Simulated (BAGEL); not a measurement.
# C3H6B (SMILES BC1[CH]C1): UHF/6-31G(d) (density fitting with qzvpp-jkfit, spherical functions)

Aim: the energy change on altering one bond length of C3H6B at UHF/6-31G* (density fitting with qzvpp-jkfit, spherical functions), from 2 runs. 

Program for the calculation: BAGEL 1.2.2.

1 further run of the same task is left out (set aside as unsound or not needed).

**1. The structure to begin with**

C3H6B has 10 atoms, charge 0, and is taken as a doublet. SMILES: `BC1[CH]C1`. Geometry: relaxed at GFN2-xTB.

Bond lengths: B1–C2 1.539 Å, C2–C3 1.481 Å, C2–C4 1.553 Å, C3–C4 1.443 Å, B1–H5 1.170 Å, B1–H6 1.169 Å, C2–H7 1.091 Å, C3–H8 1.070 Å, C4–H9 1.087 Å, C4–H10 1.081 Å. Some angles: B1–C2–C3 122.2°, B1–C2–C4 117.7°, C3–C2–C4 56.7°, C2–C3–C4 64.1°, C2–C4–C3 59.1°, B1–C2–H7 117.0°, C3–C2–H7 113.9°, C4–C2–H7 115.6°, C2–B1–H5 120.0°, C2–B1–H6 119.7°.

**2. The energy at UHF/6-31G(d) (density fitting with qzvpp-jkfit, spherical functions)**

Input file input.json:

```json
{ "bagel" : [

{
  "title" : "molecule",
  "basis" : "6-31gs.json",
  "df_basis" : "qzvpp-jkfit",
  "angstrom" : "true",
  "geometry" : [
    { "atom" : "B", "xyz" : [   -1.238520,    0.713360,   -0.664790 ] },
    { "atom" : "C", "xyz" : [   -0.093710,   -0.285440,   -0.421400 ] },
    { "atom" : "C", "xyz" : [    0.126200,   -0.927700,    0.895100 ] },
    { "atom" : "C", "xyz" : [    1.037580,    0.138170,    0.554730 ] },
    { "atom" : "H", "xyz" : [   -1.742870,    0.778820,   -1.718020 ] },
    { "atom" : "H", "xyz" : [   -1.590860,    1.413990,    0.201750 ] },
    { "atom" : "H", "xyz" : [    0.219760,   -0.896260,   -1.269290 ] },
    { "atom" : "H", "xyz" : [    0.297680,   -1.961880,    1.110710 ] },
    { "atom" : "H", "xyz" : [    2.069370,   -0.079550,    0.291380 ] },
    { "atom" : "H", "xyz" : [    0.915360,    1.106510,    1.019820 ] }
  ]
},
{
  "title" : "uhf",
  "nopen" : 1
},
{
  "title" : "print",
  "file" : "orbitals.molden",
  "orbitals" : "true"
}

]}
```

The basis set 6-31G* is read from a file made from the Basis Set Exchange's data (not shown).

Run with:

```console
$ BAGEL_NUM_THREADS=1 BAGEL input.json > input.out
```

The program printed:

```text
* using 1 threads per process

  ===============================================================
  ===============================================================

  *** Geometry ***

  { "atom" : "B", "xyz" : [     -2.340464,      1.348055,     -1.256271 ] },
  { "atom" : "C", "xyz" : [     -0.177086,     -0.539403,     -0.796331 ] },
  { "atom" : "C", "xyz" : [      0.238483,     -1.753099,      1.691494 ] },
  { "atom" : "C", "xyz" : [      1.960742,      0.261103,      1.048288 ] },
  { "atom" : "H", "xyz" : [     -3.293547,      1.471757,     -3.246587 ] },
  { "atom" : "H", "xyz" : [     -3.006290,      2.672054,      0.381252 ] },
  { "atom" : "H", "xyz" : [      0.415286,     -1.693686,     -2.398610 ] },
  { "atom" : "H", "xyz" : [      0.562534,     -3.707416,      2.098938 ] },
  { "atom" : "H", "xyz" : [      3.910543,     -0.150328,      0.550628 ] },
  { "atom" : "H", "xyz" : [      1.729780,      2.091001,      1.927180 ] },

  Number of auxiliary basis functions:      408

  Since a DF basis is specified, we compute 2- and 3-index integrals:
    o Being stored without compression. Storage requirement is 0.015 GB

  Number of basis functions:       68
  Number of electrons      :       29

    * METHOD: MOLECULE                             0.13

  *** Open-shell HF ***

  === Nuclear Repulsion ===
   101.1624984288

      * DIIS with orbital gradients will be used.

  === UHF iteration (6-31gs.json) ===
      0       -141.56068131          0.03117963           0.04
      1       -141.65351146          0.01142036           0.04
      2       -141.66574436          0.00535102           0.04
      3       -141.66825380          0.00149602           0.04
      4       -141.66895129          0.00037410           0.04
      5       -141.66905699          0.00013866           0.04
      6       -141.66908804          0.00003802           0.04
      7       -141.66909476          0.00002049           0.04
      8       -141.66909828          0.00000983           0.04
      9       -141.66909936          0.00000341           0.04
     10       -141.66909952          0.00000126           0.04
     11       -141.66909954          0.00000050           0.04
     12       -141.66909954          0.00000026           0.04
     13       -141.66909955          0.00000012           0.04
     14       -141.66909955          0.00000008           0.05
     15       -141.66909955          0.00000005           0.04
     16       -141.66909955          0.00000002           0.04
     17       -141.66909955          0.00000001           0.04
     18       -141.66909955          0.00000001           0.04
    * SCF iteration converged.

    * S^2 (UHF) is 0.7604

    * Permanent dipole moment:
           (   -0.387080,     0.211875,     0.016988) a.u.

    * METHOD: UHF                                  0.92

    * METHOD: PRINT                                0.01

  ===============================================================
```

Wall time 1.4 s (1 thread of Arm Neoverse V2, shared host); peak memory 0.082 GiB.

**3. The distorted shape at the same level**

Input file input.json:

```json
{ "bagel": [

{
  "title": "molecule",
  "basis": "6-31gs.json",
  "df_basis": "qzvpp-jkfit",
  "angstrom": true,
  "geometry": [
    { "atom": "B", "xyz": [   -1.444290,    1.954341,   -0.923515 ] },
    { "atom": "C", "xyz": [   -0.299480,    0.955541,   -0.680125 ] },
    { "atom": "C", "xyz": [   -0.079570,    0.313281,    0.636375 ] },
    { "atom": "C", "xyz": [    0.831810,    1.379151,    0.296005 ] },
    { "atom": "H", "xyz": [   -1.948640,    2.019801,   -1.976745 ] },
    { "atom": "H", "xyz": [   -1.796630,    2.654971,   -0.056975 ] },
    { "atom": "H", "xyz": [    0.013990,    0.344721,   -1.528015 ] },
    { "atom": "H", "xyz": [    0.297680,   -1.961880,    1.110710 ] },
    { "atom": "H", "xyz": [    1.863600,    1.161431,    0.032655 ] },
    { "atom": "H", "xyz": [    0.709590,    2.347491,    0.761095 ] }
  ]
},
{
  "title": "uhf",
  "nopen": 1
},
{
  "title": "print",
  "file": "orbitals.molden",
  "orbitals": true
}

]}
```

The basis set 6-31G* is read from a file made from the Basis Set Exchange's data (not shown).

Run with:

```console
$ BAGEL_NUM_THREADS=1 BAGEL input.json > input.out
```

The program printed:

```text
* using 1 threads per process

  ===============================================================
  ===============================================================

  *** Geometry ***

  { "atom" : "B", "xyz" : [     -2.729313,      3.693169,     -1.745190 ] },
  { "atom" : "C", "xyz" : [     -0.565935,      1.805711,     -1.285250 ] },
  { "atom" : "C", "xyz" : [     -0.150366,      0.592015,      1.202574 ] },
  { "atom" : "C", "xyz" : [      1.571893,      2.606218,      0.559368 ] },
  { "atom" : "H", "xyz" : [     -3.682396,      3.816871,     -3.735507 ] },
  { "atom" : "H", "xyz" : [     -3.395139,      5.017168,     -0.107667 ] },
  { "atom" : "H", "xyz" : [      0.026437,      0.651428,     -2.887530 ] },
  { "atom" : "H", "xyz" : [      0.562534,     -3.707416,      2.098938 ] },
  { "atom" : "H", "xyz" : [      3.521694,      2.194787,      0.061709 ] },
  { "atom" : "H", "xyz" : [      1.340931,      4.436115,      1.438261 ] },

  Number of auxiliary basis functions:      408

  Since a DF basis is specified, we compute 2- and 3-index integrals:
    o Being stored without compression. Storage requirement is 0.015 GB

  Number of basis functions:       68
  Number of electrons      :       29

    * METHOD: MOLECULE                             0.13

  *** Open-shell HF ***

  === Nuclear Repulsion ===
    98.2187292226

      * DIIS with orbital gradients will be used.

  === UHF iteration (6-31gs.json) ===
      0       -141.36814023          0.02954077           0.05
      1       -141.48087825          0.01258522           0.05
      2       -141.51100054          0.00623470           0.05
      3       -141.52032040          0.00206735           0.05
      4       -141.52699130          0.00064179           0.04
      5       -141.52877853          0.00036413           0.05
      6       -141.52986399          0.00029439           0.04
      7       -141.53074520          0.00025908           0.04
      8       -141.53178854          0.00018235           0.05
      9       -141.53239537          0.00010966           0.04
     10       -141.53249220          0.00004871           0.04
     11       -141.53247940          0.00003117           0.04
     12       -141.53249184          0.00002331           0.04
     13       -141.53249475          0.00001392           0.04
     14       -141.53249488          0.00000929           0.04
     15       -141.53249499          0.00000617           0.05
     16       -141.53249507          0.00000246           0.04
     17       -141.53249508          0.00000101           0.04
     18       -141.53249509          0.00000049           0.04
     19       -141.53249509          0.00000012           0.04
     20       -141.53249509          0.00000005           0.04
     21       -141.53249509          0.00000003           0.04
     22       -141.53249509          0.00000002           0.04
     23       -141.53249509          0.00000001           0.04
    * SCF iteration converged.

    * S^2 (UHF) is 1.2577

    * Permanent dipole moment:
           (   -0.438401,    -0.389676,     0.317510) a.u.

    * METHOD: UHF                                  1.16

    * METHOD: PRINT                                0.01

  ===============================================================
```

Wall time 1.5 s (1 thread of Arm Neoverse V2, shared host); peak memory 0.081 GiB.

**4. What came out**

Level: UHF/6-31G* (density fitting with qzvpp-jkfit, spherical functions).

| quantity | value |
| --- | --- |
| first shape: total energy | -141.66910 Eh |
| first shape: dipole moment | 1.12 D |
| first shape: ⟨S²⟩ | 0.760 |
| distorted shape: total energy | -141.53250 Eh |
| distorted shape: dipole moment | 1.70 D |
| distorted shape: ⟨S²⟩ | 1.258 |
| energy change with the C3–H8 bond stretched from 1.070 to 2.354 Å | 3.717 eV |

With the C3–H8 bond stretched from 1.070 to 2.354 Å the energy rises by 3.72 eV (359 kJ/mol). The first shape isn't relaxed at this level, so the change isn't measured from a minimum. ⟨S²⟩ (distorted shape) is 1.26 where a pure doublet has 0.75: the reference is spin-contaminated.
